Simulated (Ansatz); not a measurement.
C₂H₇GeNO, SMILES [CH3][Ge]1([OH])[CH2][NH]1, vertical spin-state energies

Program: the Python package of Ansatz (0.2.0).

Run as a notebook:

```python
import warnings

import ansatz as az
```

```python
warnings.simplefilter("ignore", az.DeckWarning)
```

```python
geometry_ang = [
    ("C", [-1.5484, -0.3714, 0.6403]),
    ("Ge", [0.2909, -0.5225, 0.2192]),
    ("O", [1.349, -0.837, 1.5902]),
    ("C", [1.1427, 0.0323, -1.449]),
    ("N", [0.8634, 1.1263, -0.6143]),
    ("H", [-1.9319, -1.1712, 1.2419]),
    ("H", [-1.7316, 0.618, 1.1952]),
    ("H", [-2.1386, -0.2805, -0.3231]),
    ("H", [1.2529, -0.0477, 2.2495]),
    ("H", [2.1464, -0.225, -1.5327]),
    ("H", [0.3711, -0.0126, -2.2982]),
    ("H", [0.0111, 1.6361, -0.8851]),
]
c2h7geno = az.Crystal.molecule()
for symbol, xyz in geometry_ang:
    c2h7geno = c2h7geno.atom(symbol, xyz)

base = (
    c2h7geno.calculation()
    .basis(gaussian="def2-SVP")
    .functional("r2scan", dispersion="d4")
)
found = {}
for unpaired in [0, 2, 4]:
    rep = base.spin("collinear", total=unpaired).run(threads=1).report
    s = unpaired / 2
    found[unpaired] = rep["free_energy_ev"]
    print(f"2S+1 = {unpaired + 1}: E = {found[unpaired]:.5f} eV, <S^2> = {abs(rep['mean_field']['state']['spin_squared']):.3f} (pure state {s * (s + 1):.2f})")
lowest = min(found, key=found.get)
for unpaired, e in found.items():
    print(f"multiplicity {unpaired + 1}: {(e - found[lowest]):.3f} eV above the lowest")
```

    2S+1 = 1: E = -62227.32307 eV, <S^2> = 0.000 (pure state 0.00)
    2S+1 = 3: E = -62224.30357 eV, <S^2> = 2.009 (pure state 2.00)
    2S+1 = 5: E = -62217.54851 eV, <S^2> = 6.014 (pure state 6.00)
    multiplicity 1: 0.000 eV above the lowest
    multiplicity 3: 3.020 eV above the lowest
    multiplicity 5: 9.775 eV above the lowest

In order: multiplicity 1 (+0.00 eV), multiplicity 3 (+3.02 eV) and multiplicity 5 (+9.77 eV), all at the one geometry.

Reading the output:
- Total energies depend on the basis set; only differences at equal settings carry meaning.
- The geometry is a force-field or estimated start, not a minimum of this method, and the basis set is short of its limit. All parts are taken at fixed geometry, without zero-point energy.
- Processor time in the engine: 78 s on 1 thread of Intel(R) Xeon(R) Processor @ 2.30GHz, on a shared host, peak memory 0.5 GiB.
